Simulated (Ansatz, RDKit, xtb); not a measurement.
**C4H9GeOP: ranking a sample of isomers**

A sample of isomers of C4H9GeOP is drawn. Aim: find which of them has the lowest free energy at 298.15 K, then its properties. The sample is small against all isomers, and the most stable one of this formula need not be in it.

Plan: many cheap relaxations first (GFN2-xTB), then density-functional screening, relaxation at B3LYP-D3(BJ)/def2-SVP, vibrations (at GFN2-xTB) and a final energy. The numbers are computed, not measured.

**1. Candidates**

Isomers were taken from a list of plausible structures; this is a sample, not all of them. That gives 7 candidates.

```tsv
label	SMILES	spin
c058	C#[C][Ge@H]([PH2])[O]CC	singlet
c501	[PH2][Ge@@H]1[CH]=CCC[O]1	singlet
c594	[PH2][GeH2][O][C@@H]1C=CC1	singlet
c655	CC(=C=O)[CH2][GeH2][PH2]	singlet
c695	C=C1C[O][Ge@H]([PH2])[CH2]1	singlet
c701	C=C(C)[C](=O)[GeH2][PH2]	singlet
c883	O=[C]([GeH2][PH2])C1CC1	singlet
```

Candidates are built by distance geometry, with a force field where one applies, in up to four conformers (letters a to d).

**2. First filter: tight binding**

All 22 starts are relaxed the same way. One of them, c501b (taken from a list of plausible isomers, embedded by distance geometry and UFF), in full:

Contents of start.xyz:

```xyz
16
c501b
C     -0.971260    -1.556669    -0.348974
C      0.363826    -1.866039    -0.178636
C      1.382423    -0.779602    -0.027161
C      1.144765     0.483904    -0.839040
Ge    -1.503656     0.321008    -0.516065
O      0.094817     1.233571    -0.346724
P     -2.886573     0.869290     1.106196
H     -4.041167     0.145509     0.526686
H     -3.260782     2.109794     0.540024
H     -2.111232     0.551257    -1.889507
H     -1.729813    -2.281998    -0.453514
H      0.590552    -2.906107    -0.157668
H      2.399977    -1.226673    -0.308591
H      1.461815    -0.489624     1.078561
H      0.927478     0.180575    -1.927300
H      2.040323     1.072838    -0.816339
```

Run with:

```bash
$ xtb start.xyz --gfn 2 --opt
```

The program printed, cut to the lines that bear on the results:

```text
* xtb version 6.7.1
[...]
          :  # basis functions                  49          :
[...]
          :  # electrons                        40          :
[...]
          :  Hamiltonian                  GFN2-xTB          :
[...]
          :  net charge                          0          :
          :  unpaired electrons                  0          :
[...]
   *** convergence criteria satisfied after 13 iterations ***
[...]
   *** GEOMETRY OPTIMIZATION CONVERGED AFTER 20 ITERATIONS ***
[...]
   *** convergence criteria satisfied after 3 iterations ***
[...]
         ::                     SUMMARY                     ::
         :::::::::::::::::::::::::::::::::::::::::::::::::::::
         :: total energy             -21.652616084195 Eh    ::
         :: gradient norm              0.000987372667 Eh/a0 ::
         :: HOMO-LUMO gap              4.332699167191 eV    ::
         ::.................................................::
         :: SCC energy               -21.877921714925 Eh    ::
         :: -> isotropic ES            0.021329830075 Eh    ::
         :: -> anisotropic ES         -0.000805043064 Eh    ::
         :: -> anisotropic XC          0.008809330141 Eh    ::
         :: -> dispersion             -0.012970591774 Eh    ::
         :: repulsion energy           0.225305630729 Eh    ::
         :: add. restraining           0.000000000000 Eh    ::
         :: total charge              -0.000000000000 e     ::
         :::::::::::::::::::::::::::::::::::::::::::::::::::::
[...]
        20        2.0000           -0.3898164             -10.6074 (HOMO)
        21                         -0.2305926              -6.2747 (LUMO)
[...]
     #   Z          covCN         q      C6AA      α(0)
     1   6          2.799    -0.098    30.460     9.041
     2   6          2.920    -0.020    28.505     8.755
     3   6          3.805    -0.068    21.806     6.648
     4   6          3.765     0.099    18.993     6.212
     5  32          3.658     0.239   167.092    23.219
     6   8          1.628    -0.387    20.614     6.128
     7  15          2.896    -0.054   162.731    22.922
     8   1          0.977     0.040     2.435     2.439
     9   1          0.977     0.072     2.063     2.244
    10   1          0.925    -0.024     3.518     2.933
    11   1          0.926     0.037     2.492     2.469
    12   1          0.925     0.030     2.583     2.513
    13   1          0.924     0.036     2.501     2.473
    14   1          0.924     0.058     2.224     2.332
[...]
     #   Z sym  total        # sym  WBO       # sym  WBO       # sym  WBO
 ---------------------------------------------------------------------------
     1   6      3.983 --     2      1.923    11      0.961     5      0.852
     2   6      3.991 --     1      1.923     3      1.031    12      0.960
     3   6      3.998 --     2      1.031     4      0.998    13      0.974
                            14      0.954
     4   6      3.960 --     3      0.998     6      0.991    15      0.977
                            16      0.970
     5  32      3.742 --     6      1.054     7      0.933     1      0.852
                            10      0.776
     6   8      2.216 --     5      1.054     4      0.991
     7  15      3.090 --     8      0.957     9      0.949     5      0.933
                            10      0.102
     8   1      0.998 --     7      0.957
     9   1      0.995 --     7      0.949
[...]
molecular dipole:
                 x           y           z       tot (Debye)
 q only:       -0.390      -0.343       0.141
   full:       -0.035      -0.488      -0.235       1.379
molecular quadrupole (traceless):
[...]
          | TOTAL ENERGY              -21.652616084195 Eh   |
          | GRADIENT NORM               0.000987372667 Eh/α |
          | HOMO-LUMO GAP               4.332699167191 eV   |
           -------------------------------------------------
[...]
```

Wall time 0.14 s (4 threads of Arm Neoverse V1, shared host).

**3. Distinct minima at GFN2-xTB**

22 of the 22 relaxations converged; 1 ended on a minimum already found. 21 distinct structures remain:

```tsv
label	start	SMILES after	spin	energy (kcal/mol)
c695a	drawn	C=C1C[O][Ge@H]([PH2])[CH2]1	singlet	0.0
c501b	drawn	[PH2][Ge@@H]1[CH]=CCC[O]1	singlet	0.3
c501a	drawn	[PH2][Ge@@H]1[CH]=CCC[O]1	singlet	0.5
c695b	drawn	C=C1C[O][Ge@H]([PH2])[CH2]1	singlet	0.9
c594c	drawn	[PH2][GeH2][O][C@@H]1C=CC1	singlet	16.2
c594a	drawn	[PH2][GeH2][O][C@@H]1C=CC1	singlet	17.7
c594b	drawn	[PH2][GeH2][O][C@@H]1C=CC1	singlet	18.2
c883a	drawn	O=[C]([GeH2][PH2])C1CC1	singlet	20.4
c655c	drawn	CC(=C=O)[CH2][GeH2][PH2]	singlet	20.8
c655a	drawn	CC(=C=O)[CH2][GeH2][PH2]	singlet	20.8
c655b	drawn	CC(=C=O)[CH2][GeH2][PH2]	singlet	21.3
c655d	drawn	CC(=C=O)[CH2][GeH2][PH2]	singlet	21.6
c883d	drawn	O=[C]([GeH2][PH2])C1CC1	singlet	21.7
c883b	drawn	O=[C]([GeH2][PH2])C1CC1	singlet	22.2
c701d	drawn	C=C(C)[C](=O)[GeH2][PH2]	singlet	25.0
c701b	drawn	C=C(C)[C](=O)[GeH2][PH2]	singlet	25.5
c701a	drawn	C=C(C)[C](=O)[GeH2][PH2]	singlet	25.8
c701c	drawn	C=C(C)[C](=O)[GeH2][PH2]	singlet	26.1
c058a	drawn	C#[C][Ge@H]([PH2])[O]CC	singlet	29.2
c058b	drawn	C#[C][Ge@H]([PH2])[O]CC	singlet	31.4
c058c	drawn	C#[C][Ge@H]([PH2])[O]CC	singlet	32.5
```

**4. Single points on the low minima**

A choice of the minima (the low ones first, few conformers of a pattern, up to a cap) and the lowest that fell apart get a single point at r2SCAN-D4/def2-SVP on the tight-binding geometry, and one at HF/STO-3G for comparison. The lowest singlets are also tried as triplets at the same geometry (label ending in t). Within 30 kcal/mol but not screened, among others: c594b, c655b, c655d, c883b, c701a, c701c. The first, c695a:

Contents of input.yaml:

```yaml
crystal:
  periodic: [false, false, false]
  atoms:
    - symbol: C
      position_ang: [-0.465398, 2.394351, 0.977610]
    - symbol: C
      position_ang: [0.149186, 1.224345, 0.979040]
    - symbol: C
      position_ang: [0.741662, 0.598224, -0.258562]
    - symbol: C
      position_ang: [0.279596, 0.337235, 2.173075]
    - symbol: Ge
      position_ang: [0.229274, -1.498279, 1.329366]
    - symbol: O
      position_ang: [0.481086, -0.786570, -0.301560]
    - symbol: P
      position_ang: [-1.632889, -2.853518, 1.109242]
    - symbol: H
      position_ang: [-0.550127, 2.988059, 0.083376]
    - symbol: H
      position_ang: [-0.885797, 2.814745, 1.876076]
    - symbol: H
      position_ang: [1.827840, 0.770983, -0.262565]
    - symbol: H
      position_ang: [0.319840, 1.045191, -1.163199]
    - symbol: H
      position_ang: [1.502650, -2.301824, 1.654747]
    - symbol: H
      position_ang: [-1.752507, -3.024021, 2.483945]
    - symbol: H
      position_ang: [-2.480537, -1.751190, 1.114521]
    - symbol: H
      position_ang: [-0.490057, 0.534979, 2.915669]
    - symbol: H
      position_ang: [1.255687, 0.469900, 2.642970]
basis:
  gaussian:
    orbitals: def2-SVP
hamiltonian:
  xc: r2scan
  dispersion: d4
scf:
  lower_state_search: "off"
```

Run with:

```bash
$ ansatz run input.yaml --threads 4 --pin off --max-ram 7830MiB --events-out events.jsonl --progress --plain --runs-dir runs
```

The program printed, cut to the lines that bear on the results:

```text
Warning: RAYON_NUM_THREADS=4 ignored (pool sized by the plan → 4); use --threads N
Functional definition: r2SCAN
  name "r2SCAN"
[...]
1855 factors; their error is unknown
[...]
mean field -72129.37136016 eV, -2650.7055064419 hartree, gradient 4.3e-6 eV, S^2 0.000000; 0 other end points of the search recorded, 0 dependent functions left out
reference -72129.37137252 eV, -2650.7055068961 hartree; 44, 44 occupied and 121, 121 virtual orbitals, 1855 factors
Total energy: -72129.48946725 eV, -2650.7098467974 hartree
Checks for a lower state left out: stability, starts, cluster_reference, orbital_swaps, neighbouring_geometries, increment
```

Wall time 2.5 s (4 threads of Arm Neoverse V1, shared host); peak memory 0.25 GiB.

Relative energies in kcal/mol, each column from its lowest structure that stays in one piece:

```tsv
label	SMILES	spin	GFN2-xTB	HF/STO-3G	r2SCAN-D4/def2-SVP
c501a	[PH2][Ge@@H]1[CH]=CCC[O]1	singlet	0.5	0.0	0.0
c501b	[PH2][Ge@@H]1[CH]=CCC[O]1	singlet	0.3	1.2	0.9
c695a	C=C1C[O][Ge@H]([PH2])[CH2]1	singlet	0.0	5.8	2.8
c695b	C=C1C[O][Ge@H]([PH2])[CH2]1	singlet	0.9	6.0	5.4
c701d	C=C(C)[C](=O)[GeH2][PH2]	singlet	25.0	40.4	16.0
c655a	CC(=C=O)[CH2][GeH2][PH2]	singlet	20.8	37.7	17.1
c655c	CC(=C=O)[CH2][GeH2][PH2]	singlet	20.8	38.3	17.4
c701b	C=C(C)[C](=O)[GeH2][PH2]	singlet	25.5	40.9	18.9
c883d	O=[C]([GeH2][PH2])C1CC1	singlet	21.7	37.0	20.7
c883a	O=[C]([GeH2][PH2])C1CC1	singlet	20.4	39.4	21.3
c594a	[PH2][GeH2][O][C@@H]1C=CC1	singlet	17.7	39.6	32.7
c594c	[PH2][GeH2][O][C@@H]1C=CC1	singlet	16.2	40.2	33.9
c058a	C#[C][Ge@H]([PH2])[O]CC	singlet	29.2	36.7	34.6
c501at	[PH2][Ge@@H]1[CH]=CCC[O]1	triplet	–	–	93.2
c695at	C=C1C[O][Ge@H]([PH2])[CH2]1	triplet	–	–	95.3
```

Measured from c501a, GFN2-xTB misplaces c594c by 18 kcal/mol against r2SCAN-D4/def2-SVP, so minima dropped on its energies alone could hide the lowest isomer.

**5. Third filter: density-functional geometries**

4 candidates are relaxed at B3LYP-D3(BJ)/def2-SVP (chosen among the lowest in one piece, one conformer a pattern). The first, c501a:

Contents of input.yaml:

```yaml
crystal:
  periodic: [false, false, false]
  atoms:
    - symbol: C
      position_ang: [1.066527, -0.182602, -0.238350]
    - symbol: C
      position_ang: [1.188114, 0.295810, -1.470557]
    - symbol: C
      position_ang: [0.045876, 0.637079, -2.377125]
    - symbol: C
      position_ang: [-1.212874, 1.082671, -1.632591]
    - symbol: Ge
      position_ang: [-0.713265, -0.456113, 0.541192]
    - symbol: O
      position_ang: [-1.751348, 0.074134, -0.814141]
    - symbol: P
      position_ang: [-1.190452, 0.920869, 2.360611]
    - symbol: H
      position_ang: [-0.433879, 0.149079, 3.232520]
    - symbol: H
      position_ang: [-2.351319, 0.215453, 2.652812]
    - symbol: H
      position_ang: [-1.132494, -1.918995, 0.629376]
    - symbol: H
      position_ang: [1.953988, -0.394814, 0.340112]
    - symbol: H
      position_ang: [2.175847, 0.445601, -1.898150]
    - symbol: H
      position_ang: [0.345362, 1.431490, -3.063816]
    - symbol: H
      position_ang: [-0.201573, -0.247117, -2.972996]
    - symbol: H
      position_ang: [-1.993401, 1.344639, -2.355429]
    - symbol: H
      position_ang: [-0.978759, 1.978713, -1.041833]
basis:
  gaussian:
    orbitals: def2-SVP
hamiltonian:
  xc: {name: B3LYP}
  dispersion: d3bj
relax:
  f_tol: 0.006
scf:
  lower_state_search: "off"
```

Run with:

```bash
$ ansatz run input.yaml --threads 4 --pin off --max-ram 7830MiB --events-out events.jsonl --progress --plain --runs-dir runs
```

The program printed, cut to the lines that bear on the results:

```text
Warning: RAYON_NUM_THREADS=4 ignored (pool sized by the plan → 4); use --threads N
[...]
Functional definition: B3LYP
  name "B3LYP"
[...]
1810 factors; integrals over basis functions are off by at most 3.4e-4 eV
[...]
mean field -72135.69093998 eV, -2650.9377467167 hartree, gradient 5.0e-6 eV, S^2 0.000000; 0 other end points of the search recorded, 0 dependent functions left out
[...]
reference -72135.69122182 eV, -2650.9377570741 hartree; 44, 44 occupied and 121, 121 virtual orbitals, 1810 factors
relax step   1: F+E_penalty+E_count = -72136.49963404 eV  Δ(F+E_penalty+E_count) = +0.000e0 eV  max|allowed force component| = 9.781e-1 eV/Å  Δτ_max = 0.0000 Å  (16 SCF iters, accepted)
[...]
relax step   5: F+E_penalty+E_count = -72136.62560027 eV  Δ(F+E_penalty+E_count) = -1.167e-3 eV  max|allowed force component| = 2.928e-2 eV/Å  Δτ_max = 0.0206 Å  (21 SCF iters, accepted)
[...]
Atom 7 at    -0.219441     0.339534     3.099192 Å, force     0.001265    -0.000317     0.000815 eV/Å
Atom 8 at    -2.271849     0.135488     2.826160 Å, force    -0.000368    -0.000898     0.000353 eV/Å
Atom 9 at    -1.162951    -1.971707     0.754069 Å, force    -0.000870    -0.001353    -0.000167 eV/Å
Atom 10 at     1.892871    -0.502433     0.398054 Å, force     0.000522    -0.000145     0.000385 eV/Å
Atom 11 at     2.191493     0.373878    -1.827760 Å, force    -0.000555     0.000219    -0.000420 eV/Å
Atom 12 at     0.410821     1.562974    -2.957296 Å, force    -0.000169     0.002283    -0.000817 eV/Å
Atom 13 at    -0.115397    -0.113145    -3.093133 Å, force     0.001024    -0.000818    -0.001799 eV/Å
Atom 14 at    -1.999691     1.334832    -2.447220 Å, force     0.000180    -0.001265    -0.000095 eV/Å
Atom 15 at    -1.095815     1.966671    -1.053471 Å, force     0.000245     0.000048    -0.000294 eV/Å
Dipole moment:     0.341078    -0.017469    -0.047454 e Å
Checks for a lower state left out: stability, starts, cluster_reference, orbital_swaps, neighbouring_geometries, increment
```

It took 62 s on 4 threads of Arm Neoverse V1, shared host; peak memory 0.48 GiB.

Energy change by step (eV): 0.0000, -0.1014, -0.1217, -0.1248, -0.1260, -0.1269, -0.1275, -0.1285, -0.1294, -0.1295, -0.1302, -0.1306, -0.1307, -0.1308, -0.1308, -0.1308.

After the run. Bond lengths: C1–C2 1.344 Å, C2–C3 1.511 Å, C3–C4 1.531 Å, C1–Ge5 1.943 Å, C4–O6 1.414 Å, Ge5–O6 1.802 Å, Ge5–P7 2.349 Å, P7–H8 1.432 Å, P7–H9 1.429 Å, Ge5–H10 1.541 Å, C1–H11 1.095 Å, C2–H12 1.099 Å, C3–H13 1.104 Å, C3–H14 1.107 Å, C4–H15 1.103 Å, C4–H16 1.110 Å. Some angles: C1–C2–C3 125.9°, C2–C1–Ge5 119.1°, C2–C3–C4 115.1°, C3–C4–O6 113.0°, C1–Ge5–O6 101.8°, C1–Ge5–P7 110.9°, O6–Ge5–P7 108.7°, C4–O6–Ge5 114.7°, C1–C2–H12 118.8°, C3–C2–H12 115.3°.

**6. The relaxed candidates**

```tsv
label	spin	r2SCAN-D4/def2-SVP (kcal/mol)	B3LYP-D3(BJ)/def2-SVP, relaxed (kcal/mol)	time
c501a	singlet	0.0	0.0	62 s
c695a	singlet	2.8	2.7	62 s
c701d	singlet	16.0	15.3	60 s
c655a	singlet	17.1	16.8	76 s
```

c501a: Bond lengths: C1–C2 1.344 Å, C2–C3 1.511 Å, C3–C4 1.531 Å, C1–Ge5 1.943 Å, C4–O6 1.414 Å, Ge5–O6 1.802 Å, Ge5–P7 2.349 Å, P7–H8 1.432 Å, P7–H9 1.429 Å, Ge5–H10 1.541 Å, C1–H11 1.095 Å, C2–H12 1.099 Å, C3–H13 1.104 Å, C3–H14 1.107 Å, C4–H15 1.103 Å, C4–H16 1.110 Å. Some angles: C1–C2–C3 125.9°, C2–C1–Ge5 119.1°, C2–C3–C4 115.1°, C3–C4–O6 113.0°, C1–Ge5–O6 101.8°, C1–Ge5–P7 110.9°, O6–Ge5–P7 108.7°, C4–O6–Ge5 114.7°, C1–C2–H12 118.8°, C3–C2–H12 115.3°.

c695a: Bond lengths: C1–C2 1.338 Å, C2–C3 1.521 Å, C2–C4 1.506 Å, C4–Ge5 1.984 Å, C3–O6 1.420 Å, Ge5–O6 1.814 Å, Ge5–P7 2.336 Å, C1–H8 1.094 Å, C1–H9 1.094 Å, C3–H10 1.111 Å, C3–H11 1.103 Å, Ge5–H12 1.545 Å, P7–H13 1.432 Å, P7–H14 1.430 Å, C4–H15 1.097 Å, C4–H16 1.105 Å. Some angles: C1–C2–C3 123.4°, C1–C2–C4 124.9°, C3–C2–C4 111.4°, C2–C3–O6 110.5°, C2–C4–Ge5 99.5°, C4–Ge5–O6 91.9°, C4–Ge5–P7 117.5°, O6–Ge5–P7 108.2°, C3–O6–Ge5 111.8°, C2–C1–H8 121.2°.

c701d: Bond lengths: C1–C2 1.344 Å, C2–C3 1.503 Å, C2–C4 1.496 Å, C4–Ge5 2.026 Å, C4–O6 1.215 Å, Ge5–P7 2.349 Å, C1–H8 1.092 Å, C1–H9 1.093 Å, C3–H10 1.102 Å, C3–H11 1.099 Å, C3–H12 1.102 Å, Ge5–H13 1.547 Å, Ge5–H14 1.539 Å, P7–H15 1.430 Å, P7–H16 1.430 Å. Some angles: C1–C2–C3 124.1°, C1–C2–C4 120.3°, C3–C2–C4 115.5°, C2–C4–Ge5 122.5°, C2–C4–O6 120.9°, Ge5–C4–O6 116.4°, C4–Ge5–P7 109.8°, C2–C1–H8 121.8°, C2–C1–H9 121.5°, C2–C3–H10 110.4°.

c655a: Bond lengths: C1–C2 1.513 Å, C2–C3 1.322 Å, C2–C4 1.511 Å, C4–Ge5 1.996 Å, C3–O6 1.170 Å, Ge5–P7 2.343 Å, C1–H8 1.104 Å, C1–H9 1.104 Å, C1–H10 1.099 Å, C4–H11 1.105 Å, C4–H12 1.100 Å, Ge5–H13 1.546 Å, Ge5–H14 1.546 Å, P7–H15 1.431 Å, P7–H16 1.431 Å. Some angles: C1–C2–C3 120.2°, C1–C2–C4 119.9°, C3–C2–C4 119.9°, C2–C3–O6 179.7°, C2–C4–Ge5 113.4°, C4–Ge5–P7 111.4°, C2–C1–H8 111.2°, C2–C1–H9 110.4°, C2–C1–H10 112.2°, C2–C4–H11 110.1°.

**7. Are they minima? Harmonic frequencies**

The lowest few in one piece go on as finalists (c655a drops out). In this search the thermal terms come from GFN2-xTB at its own nearest minimum. The first, c501a:

Contents of start.xyz:

```xyz
16
c501a
C      1.010964    -0.233528    -0.192835
C      1.173066     0.268905    -1.428496
C      0.066787     0.698579    -2.363013
C     -1.254092     1.064399    -1.680792
Ge    -0.788037    -0.500284     0.489965
O     -1.794627     0.003490    -0.917269
P     -1.227754     0.948244     2.285482
H     -0.219441     0.339534     3.099192
H     -2.271849     0.135488     2.826160
H     -1.162951    -1.971707     0.754069
H      1.892871    -0.502433     0.398054
H      2.191493     0.373878    -1.827760
H      0.410821     1.562974    -2.957296
H     -0.115397    -0.113145    -3.093133
H     -1.999691     1.334832    -2.447220
H     -1.095815     1.966671    -1.053471
```

Run with:

```bash
$ xtb start.xyz --gfn 2 --ohess tight
```

The program printed, cut to the lines that bear on the results:

```text
* xtb version 6.7.1
[...]
          :  # basis functions                  49          :
[...]
          :  # electrons                        40          :
[...]
          :  Hamiltonian                  GFN2-xTB          :
[...]
          :  net charge                          0          :
          :  unpaired electrons                  0          :
[...]
   *** convergence criteria satisfied after 13 iterations ***
[...]
   *** GEOMETRY OPTIMIZATION CONVERGED AFTER 21 ITERATIONS ***
[...]
   *** convergence criteria satisfied after 3 iterations ***
[...]
         ::                     SUMMARY                     ::
         :::::::::::::::::::::::::::::::::::::::::::::::::::::
         :: total energy             -21.652401341050 Eh    ::
         :: gradient norm              0.000188311569 Eh/a0 ::
         :: HOMO-LUMO gap              4.127002329623 eV    ::
         ::.................................................::
         :: SCC energy               -21.877715699329 Eh    ::
         :: -> isotropic ES            0.021450158845 Eh    ::
         :: -> anisotropic ES         -0.000055376428 Eh    ::
         :: -> anisotropic XC          0.008513326956 Eh    ::
         :: -> dispersion             -0.013044311455 Eh    ::
         :: repulsion energy           0.225314358278 Eh    ::
         :: add. restraining           0.000000000000 Eh    ::
         :: total charge              -0.000000000000 e     ::
         :::::::::::::::::::::::::::::::::::::::::::::::::::::
[...]
        20        2.0000           -0.3812959             -10.3756 (HOMO)
        21                         -0.2296313              -6.2486 (LUMO)
[...]
molecular dipole:
                 x           y           z       tot (Debye)
 q only:        0.502       0.015       0.375
   full:        0.641      -0.074       0.093       1.657
molecular quadrupole (traceless):
[...]
          | TOTAL ENERGY              -21.652401341057 Eh   |
          | TOTAL ENTHALPY            -21.527580783101 Eh   |
          | TOTAL FREE ENERGY         -21.573183802011 Eh   |
          | GRADIENT NORM               0.000188294457 Eh/α |
[...]
```

Run time: 0.34 s. Hardware: 4 threads of Arm Neoverse V1, shared host.

**8. Thermal terms of the finalists**

As xtb prints them, at 298.15 K, with its own treatment of low modes:

```tsv
label	SMILES	spin	lowest mode (cm⁻¹)	zero-point (kcal/mol)	G − E (kcal/mol)
c501a	[PH2][Ge@@H]1[CH]=CCC[O]1	singlet	37	71.8	49.7
c695a	C=C1C[O][Ge@H]([PH2])[CH2]1	singlet	39	71.0	48.7
c701d	C=C(C)[C](=O)[GeH2][PH2]	singlet	26	68.3	44.7
```

(Part 1 of 2 ends here.)
